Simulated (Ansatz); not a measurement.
# CsRh2: the cost of one run

Computed with Ansatz 0.2.0 (DFT PBE, scalar-relativistic, plane waves, PAW, unless a step's input says otherwise).

**1. The starting structure**

Symmetry: Cmmm, No. 65, orthorhombic system. Conventional cell: a = 6.565 Å, b = 7.490 Å, c = 3.351 Å, α = 90.00°, β = 90.00°, γ = 90.00°. Around Cs (site symmetry mmm) lie 4 Rh at 2.49 Å. Rh (site symmetry 2/m) has 2 Cs at 2.49 Å in its first shell of neighbours.

As a file:

```
CELL_PARAMETERS angstrom
3.28271 -3.74490 0.00000
3.28271 3.74490 0.00000
0.00000 0.00000 3.35109
ATOMIC_POSITIONS crystal
Cs 0.50000 0.50000 0.00000
Rh 0.00000 0.50000 0.00000
Rh 0.50000 0.00000 0.00000
```

The cell is invented: random cell by space group and Wyckoff sites (Cmmm, No. 65). Lengths come from tabulated atomic sizes and are only a guess.

**2. A first look at the guess**

Contents of input.yaml:

```yaml
crystal:
  lattice:
    - [3.28270617, -3.74490444, 0.0]
    - [3.28270617, 3.74490444, 0.0]
    - [0.0, 0.0, 3.3510947]
  atoms:
    - { symbol: Cs, position: [0.5, 0.5, 0.0] }
    - { symbol: Rh, position: [0.0, 0.5, 0.0] }
    - { symbol: Rh, position: [0.5, 0.0, 0.0] }
basis:
  ecutwfc: 420
kpoints:
  mp_grid: { grid: [4, 4, 6] }
hamiltonian:
  xc: pbe
scf:
  occupations: { method: gaussian, width: 0.1 }
  lower_state_search: "off"
output:
  forces: true
  stress: true
  eigenvalues: true
```

Launch:

```console
$ ansatz run input.yaml --threads 1 --pin off --max-ram 2560MiB --backend cpu --events-out ev --progress --plain --runs-dir out
```

Q: Estimate wall time and peak memory on 1 thread of Intel Xeon Platinum 8375C at 2.90GHz (Ice Lake), shared host.

About 2.9 s, with a peak of 0.39 GiB.
